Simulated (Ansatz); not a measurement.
The system is Sc3Te.

```xyz
4
Lattice="0.0000 3.5695 3.5695 3.5695 0.0000 3.5695 3.5695 3.5695 0.0000" Properties=species:S:1:pos:R:3 pbc="T T T"
Sc    1.7848    1.7848    1.7848
Sc    5.3543    5.3543    5.3543
Sc    3.5695    3.5695    3.5695
Te    0.0000    0.0000    0.0000
```

The cell was built by a generator and needn't be a form met in nature.

Base run:

* Program: Ansatz 0.2.0
* Functional: PBE
* Potentials or basis: Ansatz PAW
* Cutoff: 420 eV (not typed: the program's choice for these potentials)
* k mesh: 5 × 5 × 5
* Occupations: fermi-dirac, width 0.05 eV
* Spin: no spin polarisation

Its results: band gap on the k mesh none (metal or under the smearing width); pressure -0.1 GPa.

Q: The run is repeated on the same cell with these changes: hubbard terms from none to Sc d U = 4 eV; hubbard projectors from none to ortho-atomic (the default). What comes out?

A: Band gap on the k mesh none (metal or under the smearing width); pressure 7.5 GPa.

Caveats: U without spin polarisation on a metal has little footing (some runs); the U is typed as a test and isn't derived for this compound (some runs).
